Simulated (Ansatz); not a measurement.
I need cell relaxations under several functionals of ScAl₃, space group Pm-3m. Use the Ansatz DFT code, driven from Python. Level of theory (first run): revPBE, PAW, cutoff 558 eV, 6×6×6 k-points, Fermi-Dirac smearing of 0.1 eV, D3BJ dispersion.

```yaml
crystal:
  lattice:
    - [4.08781, 0.00000, 0.00000]
    - [0.00000, 4.08781, 0.00000]
    - [0.00000, 0.00000, 4.08781]
  atoms:
    - { symbol: Sc, position: [0.00000, 0.00000, 0.00000] }
    - { symbol: Al, position: [0.50000, 0.00000, 0.50000] }
    - { symbol: Al, position: [0.00000, 0.50000, 0.50000] }
    - { symbol: Al, position: [0.50000, 0.50000, 0.00000] }
```

Script `scal3.py`:
```python
"""How the lattice of ScAl3 depends on the functional."""

import ansatz as az
from ase import Atoms
import numpy as np

def edges_and_angles(cell):
    cell = np.asarray(cell)
    a, b, c = np.linalg.norm(cell, axis=1)
    cosines = cell[1] @ cell[2] / (b * c), cell[0] @ cell[2] / (a * c), cell[0] @ cell[1] / (a * b)
    return (a, b, c, *np.degrees(np.arccos(cosines)))

atoms = Atoms(
    ["Sc", "Al", "Al", "Al"],
    scaled_positions=[
        [0.0, 0.0, 0.0],
        [0.5, 0.0, 0.5],
        [0.0, 0.5, 0.5],
        [0.5, 0.5, 0.0],
    ],
    cell=[
        [4.087807, 0.0, 0.0],
        [0.0, 4.087807, 0.0],
        [0.0, 0.0, 4.087807],
    ],
    pbc=True,
)
structure = az.Crystal.from_ase(atoms)

calculation = (
    structure.calculation()
    .basis(41 * az.Ry)
    .kpoints(mesh=(6, 6, 6))  # the mesh must be finer for metals
    .occupations("fermi_dirac", width=0.1)
    .relax(cell=True, max_steps=40)  # relax until the tolerances are met
)

levels = [("revpbe", "d3bj"), ("pbe", "d3bj"), ("rpbe", "none"), ("pbesol", "none")]
print("level            a       b       c    alpha   beta  gamma  V/atom  steps")
for name, dispersion in levels:
    seen = []
    run = calculation.functional(name, dispersion=dispersion).session().plan()
    outcome = run.execute(on_event=lambda e: seen.append(e) if e["event"] == "relax_step" else None)
    cell = outcome.lattice.cell_ang
    label = name if dispersion == "none" else f"{name}+{dispersion}"
    print("{:13s} {:7.4f} {:7.4f} {:7.4f} {:6.2f} {:6.2f} {:6.2f}".format(label, *edges_and_angles(cell)), f"{abs(np.linalg.det(cell)) / len(outcome.lattice.sites):7.3f} {len(seen):5d}")
```

Output of `python scal3.py`:
```text
level            a       b       c    alpha   beta  gamma  V/atom  steps
revpbe+d3bj    4.0229  4.0229  4.0229  90.00  90.00  90.00  16.276     5
pbe+d3bj       4.0494  4.0494  4.0494  90.00  90.00  90.00  16.600     5
rpbe           4.1390  4.1390  4.1390  90.00  90.00  90.00  17.726     5
pbesol         4.0721  4.0721  4.0721  90.00  90.00  90.00  16.881     4
```

From smallest to largest: revPBE+D3BJ (16.28 Å³ an atom, -4.7 % against the start), PBE+D3BJ (16.60 Å³ an atom, -2.8 % against the start), PBEsol (16.88 Å³ an atom, -1.1 % against the start) and RPBE (17.73 Å³ an atom, +3.8 % against the start). The spread is 8.9 % in volume.

Reading the output:
- Forces vanish by symmetry, so the ions can't move, and the end may be a saddle.
- Dispersion corrections can be off by several per cent in the lattices of metals, and by several GPa in the pressure at a fixed cell.
- The mesh is modest for a metal, so energies can be off by several to tens of meV an atom and pressures by half a GPa or more; differences at equal mesh fare better.
- The structure comes from a database of computed cells and needn't be a stable or known phase.
- It ran for 31 s on 1 thread of Arm Neoverse V1 (shared host), peak memory 0.45 GiB.

(A comment or docstring line of the script was reworded after the run, the code is as it ran.)
